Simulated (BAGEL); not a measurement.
# UHF/3-21G (density fitting with qzvpp-jkfit) run of BGeNH5 (SMILES B[N][GeH3])

Aim: the vertical doublet–quartet gap of BGeNH5 at UHF/3-21G (density fitting with qzvpp-jkfit), from 2 runs. 

The calculation is run with BAGEL 1.2.2.

1 further run of the same task is left out (set aside as unsound or not needed).

**1. The molecule**

The species is BGeNH5 (8 atoms), meant as a doublet with charge 0. As SMILES, `B[N][GeH3]`. The shape is that of a PBE0-D4/def2-TZVP optimisation.

Bond lengths: B1–N2 1.338 Å, N2–Ge3 1.820 Å, B1–H4 1.208 Å, B1–H5 1.208 Å, Ge3–H6 1.535 Å, Ge3–H7 1.534 Å, Ge3–H8 1.536 Å. Angles: B1–N2–Ge3 177.0°, N2–B1–H4 120.1°, N2–B1–H5 120.4°, N2–Ge3–H6 108.1°, N2–Ge3–H7 109.2°, N2–Ge3–H8 106.3°, H4–B1–H5 119.6°, H6–Ge3–H7 111.1°, H6–Ge3–H8 110.9°, H7–Ge3–H8 111.0°.

**2. A single-point energy at UHF/3-21G (density fitting with qzvpp-jkfit)**

job.json reads:

```json
{ "bagel": [

{
  "title": "molecule",
  "basis": "3-21g",
  "df_basis": "qzvpp-jkfit",
  "angstrom": "true",
  "geometry": [
    { "atom": "B", "xyz": [   -0.810700,    1.044200,   -1.169800 ] },
    { "atom": "N", "xyz": [   -0.148400,    0.268000,   -0.304200 ] },
    { "atom": "Ge", "xyz": [    0.669800,   -0.823400,    0.900500 ] },
    { "atom": "H", "xyz": [   -1.752600,    0.600200,   -1.782900 ] },
    { "atom": "H", "xyz": [   -0.471400,    2.189900,   -1.345900 ] },
    { "atom": "H", "xyz": [    0.832900,   -0.046400,    2.213800 ] },
    { "atom": "H", "xyz": [    2.031700,   -1.257900,    0.343400 ] },
    { "atom": "H", "xyz": [   -0.259000,   -2.031700,    1.089300 ] }
  ]
},
{ "title": "uhf", "nopen": 1 },
{ "title": "print", "file": "orbitals.molden", "orbitals": "true" }

]}
```

The run is started by

```sh
$ BAGEL_NUM_THREADS=1 BAGEL job.json > job.out
```

What it wrote:

```text
* using 1 threads per process

  ===============================================================
  ===============================================================

  *** Geometry ***

  { "atom" : "B", "xyz" : [     -1.532001,      1.973252,     -2.210602 ] },
  { "atom" : "N", "xyz" : [     -0.280435,      0.506447,     -0.574855 ] },
  { "atom" : "Ge", "xyz" : [      1.265739,     -1.556000,      1.701698 ] },
  { "atom" : "H", "xyz" : [     -3.311934,      1.134214,     -3.369193 ] },
  { "atom" : "H", "xyz" : [     -0.890817,      4.138311,     -2.543382 ] },
  { "atom" : "H", "xyz" : [      1.573953,     -0.087683,      4.183476 ] },
  { "atom" : "H", "xyz" : [      3.839357,     -2.377086,      0.648932 ] },
  { "atom" : "H", "xyz" : [     -0.489439,     -3.839357,      2.058479 ] },

  Number of auxiliary basis functions:      508

  Since a DF basis is specified, we compute 2- and 3-index integrals:
    o Being stored without compression. Storage requirement is 0.010 GB

  Number of basis functions:       50
  Number of electrons      :       49

    * METHOD: MOLECULE                             0.28

  *** Open-shell HF ***

  === Nuclear Repulsion ===
   162.9940641148

      * DIIS with orbital gradients will be used.

  === UHF iteration (3-21g) ===
      0      -2146.75476705          0.04762995           0.10
      1      -2146.84675241          0.03426407           0.09
      2      -2146.88587913          0.02374248           0.12
      3      -2146.91286549          0.00301502           0.15
      4      -2146.91615339          0.00081220           0.12
      5      -2146.91653526          0.00019603           0.09
      6      -2146.91660646          0.00004367           0.09
      7      -2146.91662533          0.00002339           0.10
      8      -2146.91663470          0.00001480           0.10
      9      -2146.91663910          0.00000542           0.11
     10      -2146.91663944          0.00000236           0.09
     11      -2146.91663950          0.00000124           0.09
     12      -2146.91663953          0.00000051           0.09
     13      -2146.91663954          0.00000019           0.09
     14      -2146.91663954          0.00000006           0.10
     15      -2146.91663954          0.00000003           0.10
     16      -2146.91663954          0.00000002           0.09
     17      -2146.91663954          0.00000002           0.10
     18      -2146.91663954          0.00000001           0.10
     19      -2146.91663954          0.00000001           0.13
    * SCF iteration converged.

    * S^2 (UHF) is 0.7751

    * Permanent dipole moment:
           (   -0.380066,     0.499553,    -0.564674) a.u.

    * METHOD: UHF                                  2.27

    * METHOD: PRINT                                0.01

  ===============================================================
```

Run time: 2.8 s. Hardware: 1 thread of Intel Xeon Platinum 8259CL at 2.50GHz (Skylake/Cascade Lake), shared host; peak memory 0.087 GiB.

**3. The quartet**

calc.json reads:

```json
{ "bagel": [

{
  "title": "molecule",
  "basis": "3-21g",
  "df_basis": "qzvpp-jkfit",
  "angstrom": true,
  "geometry": [
    { "atom": "B", "xyz": [   -0.810700,    1.044200,   -1.169800 ] },
    { "atom": "N", "xyz": [   -0.148400,    0.268000,   -0.304200 ] },
    { "atom": "Ge", "xyz": [    0.669800,   -0.823400,    0.900500 ] },
    { "atom": "H", "xyz": [   -1.752600,    0.600200,   -1.782900 ] },
    { "atom": "H", "xyz": [   -0.471400,    2.189900,   -1.345900 ] },
    { "atom": "H", "xyz": [    0.832900,   -0.046400,    2.213800 ] },
    { "atom": "H", "xyz": [    2.031700,   -1.257900,    0.343400 ] },
    { "atom": "H", "xyz": [   -0.259000,   -2.031700,    1.089300 ] }
  ]
},
{ "title": "uhf", "nopen": 3 },
{ "title": "print", "file": "orbitals.molden", "orbitals": true }

]}
```

The run is started by

```sh
$ BAGEL_NUM_THREADS=1 BAGEL calc.json > calc.out
```

What it wrote:

```text
* using 1 threads per process

  ===============================================================
  ===============================================================

  *** Geometry ***

  { "atom" : "B", "xyz" : [     -1.532001,      1.973252,     -2.210602 ] },
  { "atom" : "N", "xyz" : [     -0.280435,      0.506447,     -0.574855 ] },
  { "atom" : "Ge", "xyz" : [      1.265739,     -1.556000,      1.701698 ] },
  { "atom" : "H", "xyz" : [     -3.311934,      1.134214,     -3.369193 ] },
  { "atom" : "H", "xyz" : [     -0.890817,      4.138311,     -2.543382 ] },
  { "atom" : "H", "xyz" : [      1.573953,     -0.087683,      4.183476 ] },
  { "atom" : "H", "xyz" : [      3.839357,     -2.377086,      0.648932 ] },
  { "atom" : "H", "xyz" : [     -0.489439,     -3.839357,      2.058479 ] },

  Number of auxiliary basis functions:      508

  Since a DF basis is specified, we compute 2- and 3-index integrals:
    o Being stored without compression. Storage requirement is 0.010 GB

  Number of basis functions:       50
  Number of electrons      :       49

    * METHOD: MOLECULE                             0.28

  *** Open-shell HF ***

  === Nuclear Repulsion ===
   162.9940641148

      * DIIS with orbital gradients will be used.

  === UHF iteration (3-21g) ===
      0      -2146.41107912          0.05135870           0.10
      1      -2146.56245601          0.04145558           0.09
      2      -2146.66093021          0.02738878           0.11
      3      -2146.70798914          0.00475626           0.09
      4      -2146.71654761          0.00164273           0.10
      5      -2146.71789666          0.00082814           0.16
      6      -2146.71846232          0.00044197           0.15
      7      -2146.71866177          0.00012279           0.14
      8      -2146.71867595          0.00004869           0.10
      9      -2146.71867875          0.00001646           0.10
     10      -2146.71867957          0.00000506           0.10
     11      -2146.71867974          0.00000179           0.10
     12      -2146.71867977          0.00000116           0.11
     13      -2146.71867979          0.00000044           0.11
     14      -2146.71867979          0.00000021           0.10
     15      -2146.71867979          0.00000011           0.10
     16      -2146.71867979          0.00000007           0.11
     17      -2146.71867979          0.00000002           0.12
     18      -2146.71867979          0.00000001           0.09
    * SCF iteration converged.

    * S^2 (UHF) is 3.7772

    * Permanent dipole moment:
           (   -1.194990,     1.435672,    -1.596705) a.u.

    * METHOD: UHF                                  2.26

    * METHOD: PRINT                                0.01

  ===============================================================
```

It took 2.8 s on 1 thread of Intel Xeon Platinum 8259CL at 2.50GHz (Skylake/Cascade Lake), shared host; peak memory 0.087 GiB.

**4. Outcome**

Level: UHF/3-21G (density fitting with qzvpp-jkfit).

| quantity | value |
| --- | --- |
| doublet: total energy | -2146.91664 Eh |
| doublet: dipole moment | 2.15 D |
| doublet: ⟨S²⟩ | 0.775 |
| quartet: total energy | -2146.71868 Eh |
| quartet: dipole moment | 6.25 D |
| quartet: ⟨S²⟩ | 3.777 |
| vertical energy of the quartet above the doublet | 5.387 eV |

**Reading.** At this shape the quartet lies 5.39 eV (520 kJ/mol) above the doublet.
